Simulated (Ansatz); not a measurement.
# MoCH3+ (nonet): wave-function methods side by side, def2-SVP

An exercise on one series of results from a longer session: the logs are not shown, and one member is left open.

The runs use Ansatz 0.2.0, Gaussian basis; def2-SVP, core rule «outside noble gas», up to 5 orbitals frozen.

Plan: UHF; CCSD(T) on ROHF; CCSD(T) on UHF; CISD; CCSDT(Q) on ROHF; CCSDT(Q) on UHF; CASSCF and MRCISD+Q, 12 electrons in 13 orbitals; CASSCF and MRCISD+Q(relaxed), 12 electrons in 13 orbitals; CASSCF and NEVPT2, 12 electrons in 13 orbitals.

5 further runs of the same task are left out: 2 for a known fault of the program, 3 set aside as unsound or not needed.

## The geometry

The geometry is a PBE0/def2-TZVP stationary point (not a proven minimum) of the parent state, kept for this charge and spin. No spin-orbit coupling is included. Elements past krypton take def2 core potentials.

5 atoms, charge 1, spin multiplicity 9.

Atoms are counted from 1 here; the program's logs count them from 0.

Bond lengths: Mo1–C2 2.504 Å, C2–H3 1.087 Å, C2–H4 1.087 Å, C2–H5 1.087 Å. Angles: Mo1–C2–H3 95.9°, Mo1–C2–H4 95.9°, Mo1–C2–H5 95.9°, H3–C2–H4 118.9°, H3–C2–H5 118.9°, H4–C2–H5 118.9°.

Set-up of the first run:

The input, in.yaml:

```yaml
crystal:
  periodic: [false, false, false]
  atoms:
    - {symbol: Mo, position_ang: [-0.342280, 0.002497, 0.002347]}
    - {symbol: C, position_ang: [2.161621, -0.015771, -0.014822]}
    - {symbol: H, position_ang: [2.266005, -1.097727, -0.009997]}
    - {symbol: H, position_ang: [2.284234, 0.528778, 0.917907]}
    - {symbol: H, position_ang: [2.271324, 0.519182, -0.954684]}
basis:
  gaussian: {orbitals: def2-SVP}
total_charge: 1
magnetization: {spin_polarized: true, initial_magnetization: 8}
hamiltonian: {xc: hf}
output: {orbitals: {seedname: orbitals}}
```

The run is started by

```sh
ansatz run in.yaml --threads 1 --pin off --events-out ev --progress --plain --max-ram 4096MiB --backend cpu
```

Steps of the session up to this table: UHF; CCSD(T) on ROHF; CCSD(T) on UHF; CISD; CCSDT(Q) on ROHF; CCSDT(Q) on UHF; CASSCF and MRCISD+Q, 12 electrons in 13 orbitals; CASSCF and MRCISD+Q(relaxed), 12 electrons in 13 orbitals; CASSCF and NEVPT2, 12 electrons in 13 orbitals.

One table of the session follows, with a row left open; its other results are not shown here.

| method | from RCCSDT(Q) (meV) |
| --- | --- |
| ROHF | +5364.3 |
| UHF | +5194.5 |
| RMP2 | +892.8 |
| UMP2 | +867.6 |
| CISD | +402.2 |
| RCCSD | +127.6 |
| UCCSD | +79.1 |
| RCCSD(T) | +23.4 |
| UCCSD(T) | -21.7 |
| RCCSDT | +3.7 |
| UCCSDT | ? |
| RCCSDT(Q) | 0 |
| UCCSDT(Q) | -45.2 |
| CASSCF valence | +3970.7 |
| NEVPT2 valence | +982.6 |
| MRCISD valence | +261.1 |
| MRCISD+Q valence | +49.2 |
| MRCISD+Q(relaxed) valence | +20.4 |

Estimate the missing values for UCCSDT.

**Answer.** from RCCSDT(Q) (meV): -41.5. In the column «from RCCSDT(Q) (meV)» it lies between UCCSDT(Q) (-45.2) and UCCSD(T) (-21.7).

Limits of these values: Warnings: coupled cluster took another determinant than the lowest. Restricted and unrestricted rows rest on different reference determinants; where their highest levels disagree by more than a few hundredths of an eV, they describe different states and don't form one ladder.
